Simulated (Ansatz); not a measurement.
# C₂H₇InSn: a ladder of functionals and wavefunction methods

One table from this session's results is given with a row withheld; the runs are named, their logs left out.

Method: functionals in def2-TZVPP, the program's frozen cores in correlated methods; program: Ansatz 0.2.0, Gaussian basis.

The runs, in order: LDA (SPW92), PBE-D4, revPBE-D4, BLYP-D4, r2SCAN-D4, B97M-V, PBE0-D4, B3LYP-D4, r2SCANh-D4, r2SCAN0-D4, HSE06-D4, BHLYP-D4, CAM-B3LYP-D4, LC-ωPBE, ωB97X-V, ωB97M-V, B2PLYP, PBE-QIDH; CCSD(T)/def2-SVP; CCSD(T)/def2-TZVPP; MP2/def2-QZVPP; extrapolation to the limit; RPA on PBE.

**The relaxed structure**

An earlier PBE0-D4 in a triple-zeta def2 set relaxation fixed the geometry. Sn, In take the def2 core potential; no spin-orbit term is included.

SMILES `[CH3][SnH]1[CH2][InH]1`, 11 atoms, charge 0, spin multiplicity 1.

Atoms are counted from 1 here; the program's logs count them from 0.

Bond lengths: C1–Sn2 2.153 Å, C1–H5 1.091 Å, C1–H6 1.090 Å, C1–H7 1.090 Å, Sn2–C3 2.221 Å, Sn2–In4 2.719 Å, Sn2–H8 1.721 Å, C3–In4 2.171 Å, C3–H9 1.090 Å, C3–H10 1.093 Å, In4–H11 1.708 Å. Angles: Sn2–C1–H5 109.0°, Sn2–C1–H6 110.3°, Sn2–C1–H7 109.6°, H5–C1–H6 109.4°, H5–C1–H7 109.4°, H6–C1–H7 109.1°, C1–Sn2–C3 111.3°, C1–Sn2–In4 128.7°, C1–Sn2–H8 109.0°, C3–Sn2–In4 50.9°, C3–Sn2–H8 110.7°, In4–Sn2–H8 122.2°, Sn2–C3–In4 76.5°, Sn2–C3–H9 120.0°, Sn2–C3–H10 114.3°, In4–C3–H9 118.7°, In4–C3–H10 114.0°, H9–C3–H10 110.0° and more.

Geometry (Å):

```mol
C2H7InSn
  3D, bonds by distance, orders not assigned

 11 11  0  0  0  0  0  0  0  0999 V2000
   -1.4421    1.5524    0.0082 C   0  0
   -0.6773   -0.4268    0.3710 Sn  0  0
    1.5428   -0.4559    0.3112 C   0  0
    0.9761   -1.9238   -1.1848 In  0  0
   -1.1927    2.1900    0.8575 H   0  0
   -2.5242    1.5221   -0.1173 H   0  0
   -0.9892    1.9598   -0.8953 H   0  0
   -1.2509   -0.9796    1.8963 H   0  0
    2.1067   -0.7879    1.1832 H   0  0
    1.9943    0.4492   -0.1027 H   0  0
    1.4564   -3.0995   -2.3272 H   0  0
  1  2  8  0
  2  3  8  0
  3  4  8  0
  1  5  8  0
  1  6  8  0
  1  7  8  0
  2  8  8  0
  3  9  8  0
  3 10  8  0
  4 11  8  0
  2  4  8  0
M  END
```

Set-up of the first run:

Contents of in.yaml:

```yaml
crystal:
  periodic: [false, false, false]
  atoms:
    - {symbol: C, position_ang: [-1.442100, 1.552412, 0.008153]}
    - {symbol: Sn, position_ang: [-0.677320, -0.426810, 0.370992]}
    - {symbol: C, position_ang: [1.542811, -0.455868, 0.311216]}
    - {symbol: In, position_ang: [0.976117, -1.923768, -1.184848]}
    - {symbol: H, position_ang: [-1.192660, 2.190015, 0.857453]}
    - {symbol: H, position_ang: [-2.524174, 1.522127, -0.117255]}
    - {symbol: H, position_ang: [-0.989180, 1.959760, -0.895289]}
    - {symbol: H, position_ang: [-1.250883, -0.979619, 1.896256]}
    - {symbol: H, position_ang: [2.106716, -0.787884, 1.183212]}
    - {symbol: H, position_ang: [1.994253, 0.449152, -0.102697]}
    - {symbol: H, position_ang: [1.456410, -3.099508, -2.327193]}
basis:
  gaussian: {orbitals: def2-TZVPP}
hamiltonian: {xc: lda}
output: {orbitals: {seedname: orbitals}}
```

Run with:

```console
ansatz run in.yaml --threads 4 --pin off --events-out ev --progress --plain --max-ram 10444MiB
```

Steps of the session up to this table: LDA; PBE-D4 (GGA); revPBE-D4 (GGA); BLYP-D4 (GGA); r2SCAN-D4 (meta-GGA); B97M-V (meta-GGA); B3LYP-D4 (hybrid); r2SCANh-D4 (hybrid); r2SCAN0-D4 (hybrid); HSE06-D4 (hybrid); BHLYP-D4 (hybrid); CAM-B3LYP-D4 (range-separated); LC-ωPBE (range-separated); ωB97X-V (range-separated); ωB97M-V (range-separated); B2PLYP (double hybrid); PBE-QIDH (double hybrid).

One table of the session follows, with a row left open; its other results are not shown here.

It belongs to the step «Frontier levels by functional». 

| functional | HOMO (eV) | LUMO (eV) | gap (eV) |
| --- | --- | --- | --- |
| LDA (SPW92) | -4.77 | -2.93 | 1.84 |
| PBE-D4 | ? | ? | ? |
| revPBE-D4 | -4.55 | -2.57 | 1.99 |
| BLYP-D4 | -4.49 | -2.64 | 1.86 |
| r2SCAN-D4 | -4.79 | -2.47 | 2.32 |
| B97M-V | -4.78 | -2.71 | 2.08 |
| PBE0-D4 | -5.46 | -1.98 | 3.48 |
| B3LYP-D4 | -5.32 | -2.23 | 3.08 |
| r2SCANh-D4 | -5.10 | -2.22 | 2.88 |
| r2SCAN0-D4 | -5.57 | -1.86 | 3.71 |
| HSE06-D4 | -5.08 | -2.34 | 2.74 |
| BHLYP-D4 | -6.20 | -1.32 | 4.87 |
| CAM-B3LYP-D4 | -6.58 | -1.16 | 5.42 |
| LC-ωPBE | -7.69 | -0.08 | 7.62 |
| ωB97X-V | -7.44 | -0.22 | 7.23 |
| ωB97M-V | -7.35 | -0.48 | 6.87 |

Estimate the missing values for PBE-D4.

The run gave: HOMO (eV): -4.62; LUMO (eV): -2.68; gap (eV): 1.93. In the column «HOMO (eV)» it lies between LDA (SPW92) (-4.77) and revPBE-D4 (-4.55).
